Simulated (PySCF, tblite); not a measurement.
# CH10GeSSi2: dynamics, then NMR shifts on frames

Aim: move CH10GeSSi2 (`C[S][GeH2][SiH2][SiH3]`) away from its starting geometry and see how NMR shifts follow the geometry.

Computed with tblite 0.8.0 and PySCF 2.14.0, with density-fitted response routines of our own, on a single molecule in the gas phase. Atoms are numbered from 0 throughout.

## Step 1: The starting structure

15 atoms, charge 0, multiplicity 1; geometry from: GFN2-xTB.

Bonds of the start (Å): C0–S1 1.83, S1–Ge2 2.23, Ge2–Si3 2.37, Si3–Si4 2.32, C0–H5 1.08, C0–H6 1.09, C0–H7 1.09, Ge2–H8 1.52, Ge2–H9 1.53, Si3–H10 1.47, Si3–H11 1.47, Si4–H12 1.47, Si4–H13 1.46, Si4–H14 1.46.

## Step 2: A short Langevin run with GFN2-xTB

Job settings and geometry (Å):

```
{"job": {"kind": "md", "xc": "GFN2-xTB", "basis": "xTB", "temperature": 300, "steps": 2000, "every": 50, "frames": 5}, "charge": 0, "multiplicity": 1}
C     -2.495328     0.362403    -0.350664
S     -1.932935     0.071607     1.361061
Ge    -0.343752    -1.432600     0.939782
Si     1.342630    -0.637281    -0.531192
Si     2.150995     1.441748     0.112488
H     -3.310578     1.075597    -0.292022
H     -1.685689     0.776861    -0.945814
H     -2.850320    -0.567270    -0.786828
H      0.093906    -1.812268     2.341315
H     -1.093026    -2.689324     0.491523
H      0.744849    -0.642585    -1.876145
H      2.353527    -1.698306    -0.567505
H      1.089471     2.450617     0.159658
H      2.765752     1.384315     1.440732
H      3.166084     1.924475    -0.826694
```

Method: GFN2-xTB Langevin dynamics, gas phase.

Command:

```
$ OMP_NUM_THREADS=1 python probes_run.py task.json out
```

One launch serves the whole session: the jobs run in the order shown.

The program printed:

```text
t/fs     T/K      E/eV
    0.0   239.3   -432.11554
   25.0   165.7   -431.75955
   50.0   217.4   -431.81697
   75.0   224.5   -431.81117
  100.0   200.9   -431.78751
  125.0   260.8   -431.71901
  150.0   180.8   -431.62102
  175.0   226.7   -431.73844
  200.0   297.2   -431.73618
  225.0   312.7   -431.70538
  250.0   224.2   -431.58620
  275.0   308.6   -431.76215
  300.0   209.3   -431.56721
  325.0   320.8   -431.63707
  350.0   398.5   -431.65531
  375.0   249.6   -431.47184
  400.0   365.6   -431.69348
  425.0   264.7   -431.43474
  450.0   335.3   -431.62247
  475.0   312.8   -431.59561
  500.0   253.4   -431.46395
  525.0   238.5   -431.55722
  550.0   323.0   -431.64529
  575.0   372.5   -431.71302
  600.0   390.1   -431.63367
  625.0   325.9   -431.49961
  650.0   312.2   -431.47819
  675.0   350.2   -431.57418
  700.0   404.8   -431.73336
  725.0   291.4   -431.68150
  750.0   373.8   -431.76349
  775.0   252.4   -431.50693
  800.0   190.3   -431.64943
  825.0   228.8   -431.69528
  850.0   304.3   -431.68820
  875.0   357.3   -431.69505
  900.0   401.5   -431.80368
  925.0   252.1   -431.64951
  950.0   347.7   -431.49841
  975.0   333.9   -431.45671
 1000.0   317.2   -431.38452
```

Run time: 53 s. Hardware: 1 thread of Intel Xeon at 2.50GHz, shared host; peak memory 0.18 GiB.

Distance from the start (root mean square after alignment): 0 fs 0.00 Å, 200 fs 0.59 Å, 400 fs 0.90 Å, 600 fs 0.49 Å, 800 fs 0.97 Å, 1000 fs 1.47 Å.

Positions (Å) and forces (eV/Å) at 1000 fs:

```xyz
15

C    -2.966    0.554    1.442   -0.787    1.142    2.003
S    -1.922   -0.712    2.126    1.531   -0.796    0.011
Ge   -0.247   -1.207    0.560   -0.778    0.534    0.575
Si    0.218    0.742   -0.755   -0.148    1.041    0.761
Si    1.925    2.207    0.139    0.070    0.108   -0.914
H    -3.408    0.252    0.537   -0.176    0.083   -1.146
H    -3.759    0.573    2.217   -0.075   -0.148   -0.424
H    -2.582    1.583    1.538    0.334   -0.557   -0.752
H     0.960   -1.739    1.326   -0.049    0.084    0.183
H    -0.827   -2.534    0.111    0.060   -0.080   -0.351
H    -0.912    1.741   -0.546    0.208   -0.632   -0.161
H    -0.014    0.258   -2.102    0.162   -0.003   -0.392
H     2.188    3.401   -0.877   -0.140   -1.144    0.964
H     1.409    2.796    1.391    0.130   -0.063   -0.207
H     3.158    1.417    0.447   -0.342    0.429   -0.152
```

## Step 3: Shielding tensors: 250 fs, PBE0/pcSseg-1

Job settings and geometry (Å):

```
{"job": {"kind": "nmr", "xc": "PBE0", "basis": "pcSseg-1", "pop": false}, "charge": 0, "multiplicity": 1}
C     -3.098100     0.276900    -0.070000
S     -2.139500    -0.058600     1.370500
Ge    -0.476700    -1.329800     0.684400
Si     0.934600    -0.342700    -0.902600
Si     2.177000     1.452400     0.127300
H     -3.859600     1.062300     0.105500
H     -2.443800     0.388800    -0.963200
H     -3.654900    -0.566100    -0.219300
H      0.213600    -1.621000     2.035200
H     -1.024100    -2.757500     0.385600
H      0.123000    -0.130400    -2.015300
H      1.802500    -1.490500    -1.153500
H      1.784000     2.641700    -0.497200
H      1.927400     1.623000     1.544400
H      3.602000     1.296400    -0.149600
```

Method: GIAO PBE0/pcSseg-1 NMR shielding, non-relativistic, gas phase.

The program printed:

```text
coarse grid: 56456 points
cycle   1  E = -3097.2653062801  dE = -5.481e-01  |g| = 8.718e-01  |ddm| = 3.542e+00
cycle   2  E = -3097.2393466207  dE =  2.596e-02  |g| = 8.934e-01  |ddm| = 1.083e+00
cycle   3  E = -3097.3220446015  dE = -8.270e-02  |g| = 1.059e-01  |ddm| = 7.262e-01
cycle   4  E = -3097.3242801867  dE = -2.236e-03  |g| = 2.700e-02  |ddm| = 1.560e-01
cycle   5  E = -3097.3245256803  dE = -2.455e-04  |g| = 4.037e-03  |ddm| = 4.330e-02
cycle   6  E = -3097.3245293398  dE = -3.660e-06  |g| = 1.429e-03  |ddm| = 4.717e-03
final grid: 113568 points
cycle   7  E = -3097.3245897970  dE =  1.625e-07  |g| = 1.709e-03  |ddm| = 3.152e-03
cycle   8  E = -3097.3245893843  dE =  4.127e-07  |g| = 2.176e-03  |ddm| = 3.161e-03
cycle   9  E = -3097.3245905248  dE = -1.140e-06  |g| = 9.316e-05  |ddm| = 1.765e-03
cycle  10  E = -3097.3245905272  dE = -2.440e-09  |g| = 1.304e-05  |ddm| = 1.510e-04
cycle  11  E = -3097.3245905272  dE = -4.047e-11  |g| = 3.533e-06  |ddm| = 1.650e-05
converged SCF energy = -3097.3245905272

GIAO shielding tensors (ppm)
atom      isotropic    diamagn.    paramagn.     s11        s22        s33       span
  0 C      178.135     249.909     -71.774    160.976    178.649    194.781     33.805
  1 S      722.665    1058.539    -335.875    587.080    729.151    851.763    264.683
  2 Ge    1483.601    2758.494   -1274.893   1323.237   1461.289   1666.277    343.041
  3 Si     489.264     881.145    -391.881    464.010    471.089    532.692     68.682
  4 Si     463.593     879.623    -416.030    435.774    472.562    482.444     46.669
  5 H       29.331      28.184       1.147     23.856     25.664     38.473     14.617
  6 H       29.397      30.621      -1.223     22.056     29.995     36.142     14.086
  7 H       30.951      31.481      -0.530     24.090     29.064     39.700     15.610
  8 H       26.896      29.798      -2.902     20.842     22.076     37.769     16.926
  9 H       26.201      29.110      -2.909     18.776     21.800     38.028     19.252
 10 H       29.083      30.206      -1.123     24.262     27.670     35.317     11.056
 11 H       28.522      29.418      -0.896     23.798     26.324     35.446     11.648
 12 H       28.957      29.839      -0.882     25.280     26.649     34.942      9.662
 13 H       28.304      29.225      -0.921     24.026     27.732     33.153      9.127
 14 H       28.131      28.456      -0.325     24.297     25.538     34.558     10.260
```

Run time: 63 s. Hardware: 1 thread of Intel Xeon at 2.50GHz, shared host; peak memory 0.83 GiB.

The references, computed at this level on geometries of the same kind, shield at (ppm): 1H TMS 31.72, 13C TMS 186.9, 29Si TMS 349.2, 33S CS2 504, 73Ge GeMe4 1331. Their shielding less the atom's gives the shift. The references are single molecules in the gas phase. Each atom is listed at this fixed geometry, with no averaging over motion; a spectrum would average atoms that exchange fast.

```csv
atoms,environment,σ (ppm),δ (ppm)
C0,methyl carbon bonded to S,178.1,8.8
H9,"hydrogen on a germanium bonded to S, Si",26.20,5.52
H8,"hydrogen on a germanium bonded to S, Si",26.90,4.82
H14,hydrogen on a silicon bonded to Si,28.13,3.59
H13,hydrogen on a silicon bonded to Si,28.30,3.41
H11,"hydrogen on a silicon bonded to Ge, Si",28.52,3.19
H12,hydrogen on a silicon bonded to Si,28.96,2.76
H10,"hydrogen on a silicon bonded to Ge, Si",29.08,2.63
H5,hydrogen on a methyl carbon bonded to S,29.33,2.39
H6,hydrogen on a methyl carbon bonded to S,29.40,2.32
H7,hydrogen on a methyl carbon bonded to S,30.95,0.77
S1,"sulfur bonded to C, Ge",723,-219
Ge2,"germanium bonded to S, Si, 2 H",1484,-153
Si4,"silicon bonded to Si, 3 H",463.6,-114.4
Si3,"silicon bonded to Ge, Si, 2 H",489.3,-140.1
```

## Step 4: Nuclear shieldings: 425 fs, PBE0/pcSseg-1

Job settings and geometry (Å):

```
{"job": {"kind": "nmr", "xc": "PBE0", "basis": "pcSseg-1", "pop": false}, "charge": 0, "multiplicity": 1}
C     -3.439500    -0.060900     0.229800
S     -2.194600     0.026900     1.495700
Ge    -0.521100    -1.150900     0.692400
Si     1.249600    -0.323600    -0.687400
Si     2.419100     1.514200     0.145600
H     -4.366300     0.441800     0.585500
H     -3.151600     0.418900    -0.689600
H     -3.795500    -1.214100     0.148500
H     -0.140800    -2.140200     1.918400
H     -1.515200    -2.237100     0.008400
H      0.616100     0.112200    -1.919400
H      1.988000    -1.576600    -0.914200
H      2.016400     2.852100    -0.438900
H      2.187300     1.624000     1.685300
H      3.883900     1.322000     0.106000
```

With the program's defaults for keys left out, this is: GIAO PBE0/pcSseg-1 NMR shielding, non-relativistic, gas phase.

The program printed:

```text
coarse grid: 56456 points
cycle   1  E = -3097.2582711897  dE = -7.553e-01  |g| = 8.717e-01  |ddm| = 3.479e+00
cycle   2  E = -3097.2255611537  dE =  3.271e-02  |g| = 9.094e-01  |ddm| = 1.139e+00
cycle   3  E = -3097.3162926211  dE = -9.073e-02  |g| = 1.089e-01  |ddm| = 7.868e-01
cycle   4  E = -3097.3187743971  dE = -2.482e-03  |g| = 3.011e-02  |ddm| = 1.654e-01
cycle   5  E = -3097.3190688319  dE = -2.944e-04  |g| = 5.555e-03  |ddm| = 4.533e-02
cycle   6  E = -3097.3190755910  dE = -6.759e-06  |g| = 1.883e-03  |ddm| = 5.397e-03
final grid: 113568 points
cycle   7  E = -3097.3191047223  dE =  4.429e-07  |g| = 2.333e-03  |ddm| = 4.325e-03
cycle   8  E = -3097.3191037689  dE =  9.534e-07  |g| = 3.070e-03  |ddm| = 4.928e-03
cycle   9  E = -3097.3191061775  dE = -2.409e-06  |g| = 1.644e-04  |ddm| = 2.711e-03
cycle  10  E = -3097.3191061829  dE = -5.352e-09  |g| = 1.709e-05  |ddm| = 2.019e-04
cycle  11  E = -3097.3191061830  dE = -7.503e-11  |g| = 4.621e-06  |ddm| = 2.383e-05
converged SCF energy = -3097.3191061830

GIAO shielding tensors (ppm)
atom      isotropic    diamagn.    paramagn.     s11        s22        s33       span
  0 C      158.020     247.662     -89.643    131.912    160.876    181.270     49.358
  1 S      692.511    1058.558    -366.047    547.580    688.098    841.856    294.276
  2 Ge    1469.954    2757.080   -1287.126   1285.303   1435.307   1689.253    403.950
  3 Si     463.011     880.642    -417.631    424.644    475.676    488.712     64.068
  4 Si     459.713     878.508    -418.795    442.168    456.019    480.950     38.782
  5 H       28.727      26.748       1.979     23.466     25.527     37.187     13.722
  6 H       29.371      30.921      -1.550     23.354     27.724     37.036     13.682
  7 H       26.745      26.303       0.443     21.479     24.547     34.211     12.732
  8 H       25.220      27.829      -2.608     18.300     21.555     35.806     17.507
  9 H       25.617      29.352      -3.734     19.382     22.993     34.477     15.095
 10 H       28.158      29.672      -1.514     23.858     26.796     33.820      9.962
 11 H       27.987      28.789      -0.803     23.170     26.092     34.699     11.529
 12 H       27.220      27.471      -0.251     23.866     24.975     32.821      8.955
 13 H       26.733      27.544      -0.811     22.902     26.256     31.042      8.140
 14 H       27.668      27.450       0.218     24.124     25.113     33.768      9.644
```

Run time: 59 s. Hardware: 1 thread of Intel Xeon at 2.50GHz, shared host; peak memory 0.91 GiB.

In short: δ C0 28.9, S1 -189, Ge2 -139, Si4 -110.6, H8 6.50, H9 6.10 ppm.

[end of part 1 of 2]
